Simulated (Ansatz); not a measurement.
# C2H11NOSi2: the cost of one run

Program: Ansatz 0.2.0. Level of theory: RKS revPBE-D4/STO-3G. These are calculated values, not measurements.

## (1) The starting structure

Bond lengths (14 of 16 bonds, heavy atoms first): C1–Si2 1.839 Å, Si2–N3 1.726 Å, Si2–Si4 2.410 Å, Si2–C5 1.878 Å, C5–O6 1.448 Å, C1–H7 1.141 Å, C1–H8 1.072 Å, C1–H9 1.095 Å, N3–H10 1.050 Å, N3–H11 0.995 Å, Si4–H12 1.516 Å, Si4–H13 1.393 Å, Si4–H14 1.463 Å, C5–H15 1.091 Å. Angles (14 of 28 angles, heavy atoms first): C1–Si2–N3 109.8°, C1–Si2–Si4 106.7°, C1–Si2–C5 112.0°, N3–Si2–Si4 112.0°, N3–Si2–C5 111.4°, Si4–Si2–C5 104.6°, Si2–C5–O6 116.9°, Si2–C1–H7 107.6°, Si2–C1–H8 111.2°, Si2–C1–H9 112.1°, Si2–N3–H10 108.5°, Si2–N3–H11 110.5°, Si2–Si4–H12 106.8°, Si2–Si4–H13 106.8°.

As a file:

```xyz
17

C    -1.5711   -1.0168   -0.5210
Si   -0.0820    0.0458   -0.3340
N     0.1412    0.9959   -1.7578
Si    1.7788   -1.4330    0.0669
C    -0.1727    1.1221    1.2027
O    -1.2251    2.1161    1.2447
H    -2.4674   -0.3289   -0.6793
H    -1.5065   -1.6248   -1.4018
H    -1.8027   -1.5678    0.3966
H     0.9672    1.6266   -1.6113
H     0.3580    0.4130   -2.5350
H     1.4449   -2.2275    1.3141
H     2.9028   -0.6279    0.2402
H     1.8377   -2.3338   -1.0840
H     0.7708    1.6528    1.3381
H    -0.2984    0.5202    2.1152
H    -1.0946    2.6677    2.0458
```

## (2) Relaxing the start

File input.yaml:

```yaml
crystal:
  periodic: [false, false, false]
  atoms:
    - { symbol: C, position_ang: [-1.5711, -1.0168, -0.521] }
    - { symbol: Si, position_ang: [-0.082, 0.0458, -0.334] }
    - { symbol: "N", position_ang: [0.1412, 0.9959, -1.7578] }
    - { symbol: Si, position_ang: [1.7788, -1.433, 0.0669] }
    - { symbol: C, position_ang: [-0.1727, 1.1221, 1.2027] }
    - { symbol: O, position_ang: [-1.2251, 2.1161, 1.2447] }
    - { symbol: H, position_ang: [-2.4674, -0.3289, -0.6793] }
    - { symbol: H, position_ang: [-1.5065, -1.6248, -1.4018] }
    - { symbol: H, position_ang: [-1.8027, -1.5678, 0.3966] }
    - { symbol: H, position_ang: [0.9672, 1.6266, -1.6113] }
    - { symbol: H, position_ang: [0.358, 0.413, -2.535] }
    - { symbol: H, position_ang: [1.4449, -2.2275, 1.3141] }
    - { symbol: H, position_ang: [2.9028, -0.6279, 0.2402] }
    - { symbol: H, position_ang: [1.8377, -2.3338, -1.084] }
    - { symbol: H, position_ang: [0.7708, 1.6528, 1.3381] }
    - { symbol: H, position_ang: [-0.2984, 0.5202, 2.1152] }
    - { symbol: H, position_ang: [-1.0946, 2.6677, 2.0458] }
basis:
  gaussian: { orbitals: STO-3G }
hamiltonian:
  xc: revpbe
  dispersion: d4
relax:
  f_tol: 0.02
  max_steps: 40
scf:
  lower_state_search: "off"
```

Command:

```console
ansatz run input.yaml --threads 1 --pin off --max-ram 2048MiB --backend cpu --events-out ev --progress --plain --runs-dir out
```

Q: Estimate wall time and peak memory on 1 thread of Arm Neoverse N1, shared host.

About 73 s, with a peak of 0.14 GiB.
